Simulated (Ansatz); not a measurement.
# C2H4BFOSe: up Jacob's ladder to CCSD(T)

The task here is to estimate one member of a computed series from the others.

Computed with Ansatz 0.2.0, Gaussian basis. Level: functionals in def2-TZVPP, the program's frozen cores in correlated methods.

Plan: PBE-D4, r2SCAN-D4, PBE0-D4, B3LYP-D4, ωB97X-V, ωB97M-V, B2PLYP; CCSD(T)/def2-TZVPP; MP2/def2-QZVPP; extrapolation to the limit.

## The relaxed structure

All runs share one geometry, relaxed beforehand with PBE0-D4 in a triple-zeta def2 set.

SMILES `BCOC(F)=[Se]`, 10 atoms, charge 0, spin multiplicity 1.

Atoms are counted from 1 here; the program's logs count them from 0.

Bond lengths: B1–C2 1.547 Å, B1–H7 1.194 Å, B1–H8 1.192 Å, C2–O3 1.436 Å, C2–H9 1.099 Å, C2–H10 1.099 Å, O3–C4 1.300 Å, C4–F5 1.315 Å, C4–Se6 1.772 Å. Angles: C2–B1–H7 116.7°, C2–B1–H8 122.3°, H7–B1–H8 120.9°, B1–C2–O3 112.8°, B1–C2–H9 110.9°, B1–C2–H10 111.0°, O3–C2–H9 108.9°, O3–C2–H10 108.9°, H9–C2–H10 103.9°, C2–O3–C4 118.7°, O3–C4–F5 107.7°, O3–C4–Se6 130.1°, F5–C4–Se6 122.1°.

As a file:

```xyz
10
charge 0, multiplicity 1
B     0.5801   -1.7111   -0.4951
C     0.2840   -0.3848    0.2432
O    -0.4631    0.5439   -0.5576
C    -0.7824    1.6945   -0.0446
F    -1.4536    2.3659   -0.9537
Se   -0.4439    2.3627    1.5608
H     1.2014   -2.5335    0.1075
H     0.2112   -1.9167   -1.6094
H    -0.2645   -0.5708    1.1777
H     1.2140    0.0987    0.5743
```

The first run:

Contents of in.yaml:

```yaml
crystal:
  periodic: [false, false, false]
  atoms:
    - {symbol: B, position_ang: [0.580052, -1.711145, -0.495071]}
    - {symbol: C, position_ang: [0.283994, -0.384776, 0.243181]}
    - {symbol: O, position_ang: [-0.463132, 0.543900, -0.557560]}
    - {symbol: C, position_ang: [-0.782359, 1.694499, -0.044597]}
    - {symbol: F, position_ang: [-1.453643, 2.365937, -0.953715]}
    - {symbol: Se, position_ang: [-0.443904, 2.362688, 1.560779]}
    - {symbol: H, position_ang: [1.201433, -2.533501, 0.107450]}
    - {symbol: H, position_ang: [0.211205, -1.916669, -1.609369]}
    - {symbol: H, position_ang: [-0.264461, -0.570789, 1.177730]}
    - {symbol: H, position_ang: [1.214015, 0.098656, 0.574273]}
basis:
  gaussian: {orbitals: def2-TZVPP}
hamiltonian: {xc: pbe, dispersion: d4}
output: {forces: true, orbitals: {seedname: orbitals}}
```

Command:

```sh
ansatz run in.yaml --threads 4 --pin off --events-out ev --progress --plain --max-ram 10444MiB
```

Steps of the session up to this table: PBE-D4 (GGA); r2SCAN-D4 (meta-GGA); PBE0-D4 (hybrid); B3LYP-D4 (hybrid); ωB97X-V (range-separated); ωB97M-V (range-separated); B2PLYP (double hybrid); CCSD(T) in def2-TZVPP; MP2 in def2-QZVPP.

One table of the session follows, with a row left open; its other results are not shown here.

| method | atomisation energy (kcal/mol) |
| --- | --- |
| PBE-D4 | 931.6 |
| r2SCAN-D4 | 905.5 |
| PBE0-D4 | 902.9 |
| B3LYP-D4 | 895.6 |
| ωB97X-V | 897.7 |
| ωB97M-V | 897.5 |
| B2PLYP | ? |
| HF/def2-TZVPP | 620.1 |
| MP2/def2-TZVPP | 895.7 |
| CCSD/def2-TZVPP | 847.1 |
| CCSD(T)/def2-TZVPP | 866.8 |
| MP2/CBS | 921.6 |
| CCSD(T)/CBS | 892.7 |

**Question.** Estimate the row for B2PLYP.

The run gave: atomisation energy (kcal/mol): 886.6. In the column «atomisation energy (kcal/mol)» it lies between CCSD(T)/def2-TZVPP (866.8) and CCSD(T)/CBS (892.7).
